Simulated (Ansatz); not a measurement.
Predict the output of the script below (the Python package of Ansatz (0.2.0)).

The script reads `srmg.extxyz`:
```text
2
Lattice="2.04180692 1.17883777 5.52241555 -2.04180692 1.17883777 5.52241555 0.0 -2.35767555 5.52241555" Properties=species:S:1:pos:R:3 pbc="T T T"
Sr    0.00000000    0.00000000    8.28362333
Mg    0.00000000    0.00000000    0.00000000
```

`restart.py`
```python
import ansatz as az

SETTINGS = {
    "functional": "pbesol",
    "filling": "Gaussian",
    "width_ev": 0.15,
    "ecut": 630,
}

structure = az.Crystal.from_extxyz("srmg.extxyz")

base = (
    structure.calculation()
    .mixing("msr1", preconditioner="kerker_dos")
    .functional(SETTINGS["functional"])
    .occupations(SETTINGS["filling"], width=SETTINGS["width_ev"])
    .basis(SETTINGS["ecut"], density_ratio=4)
)
coarse = base.kpoints(*(3, 3, 3)).checkpoint(write="state").run(threads=1, pin="off").report
warm = base.kpoints(*(7, 7, 7)).checkpoint(read="state").run(threads=1, pin="off").report
cold = base.kpoints(*(7, 7, 7)).run(threads=1, pin="off").report
for label, rep in (("coarse", coarse), ("fine, from the saved density", warm), ("fine, fresh start", cold)):
    print(f"{label:30s} F = {rep['free_energy_ev']:.5f} eV  iterations {rep['n_iterations']}")
```

```console
$ python restart.py
coarse                         F = -5403.83514 eV  iterations 8
fine, from the saved density   F = -5404.00849 eV  iterations 5
fine, fresh start              F = -5404.00849 eV  iterations 6
```

Reading the output:
- These settings explore the input space; cutoff and mesh may be short of convergence.
- The free energy holds a sizeable smearing term, which stands for no physical temperature.
- This cell is a computed structure, which may not be the phase found in nature.
- Finished in 6.4 s on 1 thread of Arm Neoverse V2 (shared host), peak memory 0.43 GiB.

(Lines on the test bed's own set-up are left out of the output.)
